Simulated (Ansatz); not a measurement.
**CsPbCl3: how well frozen cores do**

Does the method matter for CsPbCl3? The same cell, functional and mesh are run with full-potential LAPW, frozen-core PAW and all-electron PAW on datasets made for the crystal.

Method: DFT PBE, scalar-relativistic, in Ansatz 0.2.0.

## (1) The structure to begin with

It takes space group Pm-3m (No. 221, cubic). The conventional cell has a = 5.605 Å, b = 5.605 Å, c = 5.605 Å, α = 90.00°, β = 90.00°, γ = 90.00°. Around Cs (site symmetry m-3m) lie 12 Cl at 3.96 Å. Around Pb (site symmetry m-3m) lie 6 Cl at 2.80 Å. Cl (site symmetry 4/mmm) has 2 Pb at 2.80 Å and 4 Cs at 3.96 Å as nearest neighbours.

Structure file:

```xyz
5
Lattice="5.6050 0.0000 0.0000 0.0000 5.6050 0.0000 0.0000 0.0000 5.6050" Properties=species:S:1:pos:R:3 pbc="T T T"
Cs    0.0000    0.0000    0.0000
Pb    2.8025    2.8025    2.8025
Cl    0.0000    2.8025    2.8025
Cl    2.8025    0.0000    2.8025
Cl    2.8025    2.8025    0.0000
```

The structure is an experimental refinement, used without relaxation.

Atoms are numbered in the order of the input: Cs1, Pb2, Cl3, Cl4, Cl5.

## (2) Full-potential LAPW

input.yaml

```yaml
crystal:
  lattice:
    - [5.605, 0.0, 0.0]
    - [0.0, 5.605, 0.0]
    - [0.0, 0.0, 5.605]
  atoms:
    - { symbol: Cs, position: [0.0, 0.0, 0.0] }
    - { symbol: Pb, position: [0.5, 0.5, 0.5] }
    - { symbol: Cl, position: [0.0, 0.5, 0.5] }
    - { symbol: Cl, position: [0.5, 0.0, 0.5] }
    - { symbol: Cl, position: [0.5, 0.5, 0.0] }
kpoints:
  mp_grid: { grid: [5, 5, 5] }
  band_path:
    path:
      - [0.0, 0.0, 0.0]
      - [0.0, 0.5, 0.0]
      - [0.5, 0.5, 0.0]
      - [0.0, 0.0, 0.0]
      - [0.5, 0.5, 0.5]
      - [0.0, 0.5, 0.0]
      - [0.5, 0.5, 0.5]
      - [0.5, 0.5, 0.0]
    npoints: 8
scf:
  occupations: { method: fermi_dirac, width: 0.01 }
hamiltonian:
  xc: pbe
  pseudopotentials: { kind: all_electron, lapw: { basis_error: 0.0005 } }
output:
  forces: true
  stress: true
  eigenvalues: true
  populations: true
  dos: { projected: true, de: 0.2, e_range: [-14, 8] }
```

## (3) Frozen-core PAW

input.yaml, as its differences from that of step 2:

```diff
@@ -28,3 +28,3 @@
   xc: pbe
-  pseudopotentials: { kind: all_electron, lapw: { basis_error: 0.0005 } }
+  pseudopotentials: { kind: paw }
 output:
@@ -33,3 +33,5 @@
   eigenvalues: true
+  efg: { contact_densities: true }
   populations: true
+  bader: true
   dos: { projected: true, de: 0.2, e_range: [-14, 8] }
```

## (4) All-electron PAW on datasets made for the crystal

input.yaml, as its differences from that of step 3:

```diff
@@ -28,3 +28,3 @@
   xc: pbe
-  pseudopotentials: { kind: paw }
+  pseudopotentials: { kind: all_electron, datasets: crystal }
 output:
@@ -34,4 +34 @@
   efg: { contact_densities: true }
-  populations: true
-  bader: true
-  dos: { projected: true, de: 0.2, e_range: [-14, 8] }
```

(Steps that only read results are left out.)

What does the calculation give? Wanted: pressure; gap; Bader charges.

As calculated:

```
           quantity                                           value
           pressure  LAPW 1.74, PAW 1.73, crystal datasets 1.74 GPa
         gap (LAPW)                            1.93 eV, direct at R
Bader charges (PAW)               Cs1 +0.89, Pb2 +1.25, Cl3 -0.72 e
```

The pressure of 1.7 GPa pushes the cell to expand, with the atoms held in place. A gap opens: 1.93 eV, direct at R. Spin-orbit coupling is left out, though the cell holds Pb; it can shift such gaps by tenths of an eV. The top eV of the valence band is mostly Cl 3p (60 % of the projected weight). The projection holds only the free atom's occupied shells (Cs 6s, Cs 5p, Pb 6s, Pb 6p, Cl 3s, Cl 3p in this range). The field gradient at Cl3, the largest by crystal datasets, is 8.78 by PAW and 8.75 by crystal datasets (10²¹ V/m²), within 5 %. Spin–orbit coupling is left out, which moves gradients at and beside heavy atoms by some per cent and at worst by a factor of two. PAW lies less than 0.01 GPa from LAPW in pressure and less than 0.01 eV in the gap.

The gaps are Kohn-Sham values of a semilocal functional, not quasiparticle or optical gaps. Such gaps usually fall short of the measured ones; spin-orbit coupling, left out here, narrows gaps with Pb, so the two errors partly cancel.
